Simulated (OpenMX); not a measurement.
Write an ASE script for OpenMX 3.8.5 that does the following.

| Item | Value |
| --- | --- |
| Task | single point |
| Functional | PBE |
| Dispersion | D3(BJ) |
| Potentials or basis | OpenMX 2013 PBE set, Nb7.0-s3p2d2, Cu6.0H-s3p2d2, grid cutoff 500 Ry |
| k mesh | 7 × 7 × 7 |
| Occupations | fermi-dirac, width 0.05 eV |
| Spin | no spin polarisation |
| Mixing scheme | rmm-diisk |
| SCF threshold | 1e-08 Ha |
| Solver | band |
| Max SCF cycles | 100 |

The structure of NbCu lies in NbCu.xyz:

```xyz
2
Lattice="0.0000000000 2.5622100000 2.5622100000 2.5622100000 0.0000000000 2.5622100000 2.5622100000 2.5622100000 0.0000000000" Properties=species:S:1:pos:R:3 pbc="T T T"
Nb     0.0000000000      0.0000000000      0.0000000000
Cu     2.5622100000      2.5622100000      2.5622100000
```

The cell was built by a generator and needn't be a form met in nature.

The input as run:

run.py

```python
from ase.io import read
from ase.calculators.openmx import OpenMX
from ase.calculators.mixing import SumCalculator
from dftd3.ase import DFTD3

atoms = read('NbCu.xyz')

def calculator():
    omx = OpenMX(
        label='NbCu',
        command='openmx',
        nohup=True,
        xc='GGA-PBE',
        kpts=(7, 7, 7),
        system_currentdirectory='./',
        data_path='./DFT_DATA13',
        level_of_fileout=1,
        definition_of_atomic_species=[['Nb', 'Nb7.0-s3p2d2', 'Nb_PBE13'], ['Cu', 'Cu6.0H-s3p2d2', 'Cu_PBE13H']],
        atoms_speciesandcoordinates_unit='Ang',
        atoms_speciesandcoordinates=[['1', 'Nb', '0', '0', '0', 6.5, 6.5], ['2', 'Cu', '0', '0', '0', 9.5, 9.5]],
        scf_spinpolarization='off',
        scf_electronictemperature=580.226,
        scf_energycutoff=500.0,
        scf_maxiter=100,
        scf_eigenvaluesolver='band',
        scf_mixing_type='rmm-diisk',
        scf_init_mixing_weight=0.05,
        scf_min_mixing_weight=0.001,
        scf_max_mixing_weight=0.3,
        scf_mixing_history=25,
        scf_mixing_startpulay=8,
        scf_criterion=1e-08,
    )
    return SumCalculator([omx, DFTD3(method='pbe', damping='d3bj')])

atoms.calc = calculator()
print('stress_eV_A3', atoms.get_stress().round(8).tolist())
print('forces_eV_A', atoms.get_forces().round(6).tolist())
print('energy_eV', round(atoms.get_potential_energy(), 6))
print('dispersion_eV', round(atoms.calc.mixer.calcs[1].get_potential_energy(atoms), 6))
```

Potentials or basis: OpenMX 2013 PBE set, Nb7.0-s3p2d2, Cu6.0H-s3p2d2, grid cutoff 500 Ry.

The run is started by

```sh
$ python run.py > run.log
```

It gave:

The pressure is -4.0 GPa. The band gap on the k mesh is none (metal or under the smearing width), the mulliken charges are Nb +0.45; Cu -0.45 e and the dispersion energy per atom is -0.583 eV.

Caveat: Mulliken charges move with the basis; the basis of atomic orbitals isn't converged, which shifts pressures, moduli and gaps; pairwise dispersion overbinds metals, which lowers pressure and volume.

Wall time 2.9 min on 1 thread of Intel(R) Xeon(R) Platinum 8375C CPU @ 2.90GHz (Ice Lake) (shared host), peak memory 0.72 GiB.
